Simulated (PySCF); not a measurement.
# One shape, several levels: GeSiH6Se (SMILES [SiH3][Se][GeH3])

We compute a comparison of 6 runs (HF/def2-SVP, B3LYP/6-31G*, PBE0/def2-SVP, B2PLYP/6-311G**, MP2/cc-pVDZ, CCSD(T)/pcseg-1) of GeSiH6Se. 

The calculation is run with PySCF 2.14.0.

## Step 1: Starting point

GeSiH6Se: 9 atoms, total charge 0, spin state singlet. SMILES: `[SiH3][Se][GeH3]`. The shape is that of a PBE0-D4/def2-TZVP optimisation.

Bond lengths: Si1–Se2 2.273 Å, Se2–Ge3 2.358 Å, Si1–H4 1.486 Å, Si1–H5 1.483 Å, Si1–H6 1.486 Å, Ge3–H7 1.536 Å, Ge3–H8 1.533 Å, Ge3–H9 1.536 Å. Some angles: Si1–Se2–Ge3 94.9°, Se2–Si1–H4 110.9°, Se2–Si1–H5 106.5°, Se2–Si1–H6 111.0°, Se2–Ge3–H7 109.7°, Se2–Ge3–H8 105.9°, Se2–Ge3–H9 109.8°, H4–Si1–H5 109.9°, H4–Si1–H6 108.6°, H5–Si1–H6 109.9°.

## Step 2: Energy and gradient at HF/def2-SVP (run 1)

The input, run.py:

```python
from pyscf import gto, scf

molecule = gto.M(
    atom='''
Si  -0.754900   0.820500  -1.278500
Se   1.367800   0.708900  -0.472300
Ge   0.847300  -0.801700   1.261200
H   -1.226800  -0.517800  -1.718700
H   -0.718400   1.749400  -2.434100
H   -1.689700   1.335000  -0.244500
H    0.279300  -2.099000   0.666000
H    2.166300  -1.072100   1.994100
H   -0.182600  -0.169500   2.209800
''',
    verbose=3,
    basis='def2-svp',
    charge=0,
    max_memory=1860,
)

mf = scf.RHF(molecule)
mf.conv_tol = 1e-10
mf.kernel()
if not mf.converged:
    mf = mf.newton().run(mf.mo_coeff, mf.mo_occ)

energy = mf.e_tot
print('Final energy', energy)
grad = mf.nuc_grad_method().kernel()
mf.analyze()
```

Launch:

```console
$ OMP_NUM_THREADS=1 python run.py
```

What it wrote:

```text
converged SCF energy = -4767.02318972936
[... 11 lines left out ...]
MO #2   energy= -405.223850085824  occ= 2
[... 9 lines left out ...]
MO #12  energy= -8.88583266727801  occ= 2
[... 9 lines left out ...]
MO #22  energy= -4.26398044146348  occ= 2
[... 9 lines left out ...]
MO #32  energy= -1.65519765799544  occ= 2
[... 9 lines left out ...]
MO #42  energy= -0.408278886533174 occ= 2
[... 9 lines left out ...]
MO #52  energy= 0.326402825022686  occ= 0
[... 9 lines left out ...]
MO #62  energy= 0.538220742516152  occ= 0
[... 9 lines left out ...]
MO #72  energy= 0.773876424490404  occ= 0
[... 9 lines left out ...]
MO #82  energy= 1.17986099918235   occ= 0
[... 9 lines left out ...]
MO #92  energy= 1.92186856190994   occ= 0
[... 9 lines left out ...]
MO #102 energy= 2.47854461554318   occ= 0
[... 9 lines left out ...]
MO #112 energy= 3.85014034968695   occ= 0
[... 10 lines left out ...]
Dipole moment(X, Y, Z, Debye): -0.97826, -0.74565,  0.62762
```

Wall time 46 s (1 thread of Intel Xeon at 2.50GHz (Skylake/Cascade Lake), shared host); peak memory 0.27 GiB.

## Step 3: Energy and forces at B3LYP/6-31G(d) (spherical functions) (run 2)

The input, job.py:

```python
from pyscf import gto, dft

mol = gto.Mole()
mol.atom = [
    ('Si', (-0.754900, 0.820500, -1.278500)),
    ('Se', (1.367800, 0.708900, -0.472300)),
    ('Ge', (0.847300, -0.801700, 1.261200)),
    ('H', (-1.226800, -0.517800, -1.718700)),
    ('H', (-0.718400, 1.749400, -2.434100)),
    ('H', (-1.689700, 1.335000, -0.244500)),
    ('H', (0.279300, -2.099000, 0.666000)),
    ('H', (2.166300, -1.072100, 1.994100)),
    ('H', (-0.182600, -0.169500, 2.209800)),
]
mol.verbose = 4
mol.max_memory = 1860
mol.basis = '6-31g*'
mol.charge = 0
mol.build()

mf = dft.RKS(mol)
mf.xc = 'b3lyp'
mf.grids.level = 5
mf.conv_tol = 1e-10
mf.kernel()
if not mf.converged:
    mf = mf.newton().run(mf.mo_coeff, mf.mo_occ)

e_tot = mf.e_tot
print('E = %.10f Eh' % e_tot)
grad = mf.nuc_grad_method().kernel()
dip = mf.dip_moment()
pop, q = mf.mulliken_pop()
```

Launch:

```console
$ OMP_NUM_THREADS=1 python job.py
```

What it wrote:

```text
PySCF version 2.14.0

[... 77 lines left out ...]
converged SCF energy = -4771.18645206015
[... 13 lines left out ...]
Dipole moment(X, Y, Z, Debye): -0.94067, -0.70582,  0.58999
[... 65 lines left out ...]
pop of  2 Ge 5px          0.11611
pop of  2 Ge 5py          0.08884
pop of  2 Ge 5pz          0.08274
pop of  2 Ge 3dxy         1.36926
pop of  2 Ge 3dyz         1.36981
pop of  2 Ge 3dz^2        1.36886
pop of  2 Ge 3dxz         1.37059
pop of  2 Ge 3dx2-y2      1.36973
pop of  2 Ge 4dxy         0.58734
pop of  2 Ge 4dyz         0.58700
pop of  2 Ge 4dz^2        0.58799
pop of  2 Ge 4dxz         0.58659
pop of  2 Ge 4dx2-y2      0.58709
pop of  2 Ge 5dxy         0.07222
pop of  2 Ge 5dyz         0.07994
pop of  2 Ge 5dz^2        0.06221
pop of  2 Ge 5dxz         0.09390
pop of  2 Ge 5dx2-y2      0.07791
pop of  3 H 1s            0.51067
pop of  3 H 2s            0.54496
pop of  4 H 1s            0.50992
pop of  4 H 2s            0.53903
pop of  5 H 1s            0.51066
pop of  5 H 2s            0.54513
pop of  6 H 1s            0.48576
pop of  6 H 2s            0.47018
pop of  7 H 1s            0.48624
pop of  7 H 2s            0.45709
pop of  8 H 1s            0.48574
pop of  8 H 2s            0.47007
 ** Mulliken atomic charges  **
charge of    0Si =      0.30337
charge of    1Se =     -0.24441
charge of    2Ge =     -0.04350
charge of    3H =     -0.05564
charge of    4H =     -0.04896
charge of    5H =     -0.05579
charge of    6H =      0.04405
charge of    7H =      0.05667
charge of    8H =      0.04419
```

Wall time 1.9 min (1 thread of Intel Xeon at 2.50GHz (Skylake/Cascade Lake), shared host); peak memory 0.92 GiB.

Runs 3 to 4 aren't shown in full; the table further down has their settings and results.

## Step 4: Energy and gradient at MP2/cc-pVDZ (run 5)

The input, calc.py:

```python
# [SiH3][Se][GeH3]
from pyscf import gto, scf, mp

mol = gto.Mole()
mol.atom = '''
Si      -0.754900       0.820500      -1.278500
Se       1.367800       0.708900      -0.472300
Ge       0.847300      -0.801700       1.261200
H       -1.226800      -0.517800      -1.718700
H       -0.718400       1.749400      -2.434100
H       -1.689700       1.335000      -0.244500
H        0.279300      -2.099000       0.666000
H        2.166300      -1.072100       1.994100
H       -0.182600      -0.169500       2.209800
'''
mol.max_memory = 1860
mol.basis = 'cc-pvdz'
mol.spin = 0
mol.verbose = 4
mol.build()

hf = scf.RHF(mol)
hf.conv_tol = 1e-10
hf.kernel()
if not hf.converged:
    hf = hf.newton().run(hf.mo_coeff, hf.mo_occ)

pt = mp.MP2(hf, frozen=23).run()
energy = pt.e_tot
print('Final energy', energy)
grad = pt.nuc_grad_method().kernel()
hf.analyze()
```

Launch:

```console
$ OMP_NUM_THREADS=1 python calc.py
```

What it wrote:

```text
PySCF version 2.14.0

[... 91 lines left out ...]
MO #2   energy= -405.313804735385  occ= 2
[... 9 lines left out ...]
MO #12  energy= -8.90872978110036  occ= 2
[... 9 lines left out ...]
MO #22  energy= -4.26323259527023  occ= 2
[... 9 lines left out ...]
MO #32  energy= -1.67069548301799  occ= 2
[... 9 lines left out ...]
MO #42  energy= -0.406644247691101 occ= 2
[... 9 lines left out ...]
MO #52  energy= 0.36355072948393   occ= 0
[... 9 lines left out ...]
MO #62  energy= 0.55453361738044   occ= 0
[... 9 lines left out ...]
MO #72  energy= 0.775677417359532  occ= 0
[... 9 lines left out ...]
MO #82  energy= 1.16938135253355   occ= 0
[... 9 lines left out ...]
MO #92  energy= 1.77954789387368   occ= 0
[... 9 lines left out ...]
MO #102 energy= 2.27355368092172   occ= 0
[... 75 lines left out ...]
pop of  3 H 2s            0.00328
pop of  3 H 2px           0.00056
pop of  3 H 2py           0.00438
pop of  3 H 2pz           0.00056
pop of  4 H 1s            1.10776
pop of  4 H 2s            0.00296
pop of  4 H 2px           0.00006
pop of  4 H 2py           0.00206
pop of  4 H 2pz           0.00315
pop of  5 H 1s            1.12189
pop of  5 H 2s            0.00328
pop of  5 H 2px           0.00208
pop of  5 H 2py           0.00074
pop of  5 H 2pz           0.00268
pop of  6 H 1s            1.09447
pop of  6 H 2s            0.00264
pop of  6 H 2px           0.00055
pop of  6 H 2py           0.00285
pop of  6 H 2pz           0.00072
pop of  7 H 1s            1.08190
pop of  7 H 2s            0.00226
pop of  7 H 2px           0.00295
pop of  7 H 2py           0.00014
pop of  7 H 2pz           0.00088
pop of  8 H 1s            1.09447
pop of  8 H 2s            0.00264
pop of  8 H 2px           0.00179
pop of  8 H 2py           0.00081
pop of  8 H 2pz           0.00153
 ** Mulliken atomic charges  **
charge of    0Si =      0.54879
charge of    1Se =     -0.36120
charge of    2Ge =      0.48025
charge of    3H =     -0.13060
charge of    4H =     -0.11599
charge of    5H =     -0.13066
charge of    6H =     -0.10122
charge of    7H =     -0.08814
charge of    8H =     -0.10123
Dipole moment(X, Y, Z, Debye): -0.98324, -0.74412,  0.62431
```

Wall time 1.7 min (1 thread of Intel Xeon at 2.50GHz (Skylake/Cascade Lake), shared host); peak memory 1.1 GiB.

## Step 5: The energy at CCSD(T)/pcseg-1 (run 6)

The input, run.py:

```python
from pyscf import gto, cc

system = gto.M(
    atom='''
Si    -1.426554     1.550520    -2.416015
Se     2.584767     1.339627    -0.892518
Ge     1.601165    -1.514993     2.383323
H     -2.318316    -0.978500    -3.247872
H     -1.357579     3.305887    -4.599782
H     -3.193070     2.522784    -0.462038
H      0.527801    -3.966535     1.258558
H      4.093714    -2.025975     3.768303
H     -0.345064    -0.320309     4.175917
''',
    verbose=4,
    unit='bohr',
    max_memory=1860,
    basis='pcseg-1',
)

hf = system.RHF()
hf.conv_tol = 1e-10
hf.kernel()
if not hf.converged:
    hf = hf.newton().run(hf.mo_coeff, hf.mo_occ)

mycc = cc.CCSD(hf, frozen=23)
mycc.kernel()
e_t = mycc.ccsd_t()
etot = mycc.e_tot + e_t
print(f'total energy: {etot:.8f} hartree')
hf.analyze()
```

Launch:

```console
$ OMP_NUM_THREADS=1 python run.py
```

What it wrote:

```text
PySCF version 2.14.0

[... 76 lines left out ...]
Init t2, MP2 energy = -4767.39528796978  E_corr(MP2) -0.329390884432125
[... 25 lines left out ...]
MO #2   energy= -405.176633422788  occ= 2
[... 9 lines left out ...]
MO #12  energy= -8.87633962090822  occ= 2
[... 9 lines left out ...]
MO #22  energy= -4.26296385470138  occ= 2
[... 9 lines left out ...]
MO #32  energy= -1.67495107834566  occ= 2
[... 9 lines left out ...]
MO #42  energy= -0.409875524511133 occ= 2
[... 9 lines left out ...]
MO #52  energy= 0.288878191122959  occ= 0
[... 9 lines left out ...]
MO #62  energy= 0.539153841055195  occ= 0
[... 9 lines left out ...]
MO #72  energy= 0.720865674358262  occ= 0
[... 9 lines left out ...]
MO #82  energy= 1.22249393345721   occ= 0
[... 9 lines left out ...]
MO #92  energy= 2.27973175349737   occ= 0
[... 9 lines left out ...]
MO #102 energy= 2.87281943796953   occ= 0
[... 75 lines left out ...]
pop of  3 H 2s            0.00300
pop of  3 H 2px           0.00041
pop of  3 H 2py           0.00313
pop of  3 H 2pz           0.00040
pop of  4 H 1s            1.10343
pop of  4 H 2s            0.00239
pop of  4 H 2px           0.00004
pop of  4 H 2py           0.00147
pop of  4 H 2pz           0.00224
pop of  5 H 1s            1.11723
pop of  5 H 2s            0.00300
pop of  5 H 2px           0.00151
pop of  5 H 2py           0.00053
pop of  5 H 2pz           0.00190
pop of  6 H 1s            1.08768
pop of  6 H 2s            0.00325
pop of  6 H 2px           0.00039
pop of  6 H 2py           0.00212
pop of  6 H 2pz           0.00054
pop of  7 H 1s            1.07461
pop of  7 H 2s            0.00330
pop of  7 H 2px           0.00223
pop of  7 H 2py           0.00010
pop of  7 H 2pz           0.00067
pop of  8 H 1s            1.08767
pop of  8 H 2s            0.00325
pop of  8 H 2px           0.00133
pop of  8 H 2py           0.00060
pop of  8 H 2pz           0.00113
 ** Mulliken atomic charges  **
charge of    0Si =      0.54516
charge of    1Se =     -0.38616
charge of    2Ge =      0.46767
charge of    3H =     -0.12410
charge of    4H =     -0.10956
charge of    5H =     -0.12416
charge of    6H =     -0.09398
charge of    7H =     -0.08090
charge of    8H =     -0.09397
Dipole moment(X, Y, Z, Debye): -1.10697, -0.74692,  0.58902
```

Wall time 86 s (1 thread of Intel Xeon at 2.50GHz (Skylake/Cascade Lake), shared host); peak memory 0.62 GiB.

## Step 6: All runs side by side

```tsv
run	level	integration grid	task	energy (Eh)	dipole moment (D) of the reference	HOMO energy (eV)	LUMO energy (eV)	wall time
1	HF/def2-SVP	–	gradient	-4767.023190	1.38	-9.47	3.16	46 s
2	B3LYP/6-31G* (spherical functions)	5	gradient	-4771.186452	1.32	-6.57	-0.61	1.9 min
3	PBE0/def2-SVP	5	gradient	-4770.368120	1.17	-6.91	-0.22	1.9 min
4	B2PLYP/6-311G**	5	energy	-4770.726060	1.25	-7.82	0.61	80 s
5	MP2/cc-pVDZ	–	gradient	-4767.965505	1.38	-9.43	3.00	1.7 min
6	CCSD(T)/pcseg-1	–	energy	-4767.455198	1.46	-9.50	2.76	86 s
```

## Step 7: What came out

```
                                           quantity           value
                                run 6: total energy  -4767.45520 Eh
        run 6: dipole moment (Hartree–Fock density)          1.46 D
         run 6: HOMO energy (Hartree–Fock orbitals)        -9.50 eV
         run 6: LUMO energy (Hartree–Fock orbitals)         2.76 eV
       run 6: HOMO–LUMO gap (Hartree–Fock orbitals)        12.26 eV
run 6: correlation energy (23 core orbitals frozen)      -389.3 mEh
                              run 6: (T) correction      -10.15 mEh
                               run 6: T1 diagnostic           0.008
```

Over runs 1, 2, 3, 4 the dipole moment (its size) runs from 1.17 D (PBE0/def2-SVP) to 1.38 D (HF/def2-SVP). Over runs 1, 2, 3, 4 the HOMO–LUMO gap runs from 5.96 eV (B3LYP/6-31G*) to 12.63 eV (HF/def2-SVP). The two ends differ in method and basis. Totals of different functionals can't be ranked against each other. All runs together took 9 min, the longest 1.9 min.
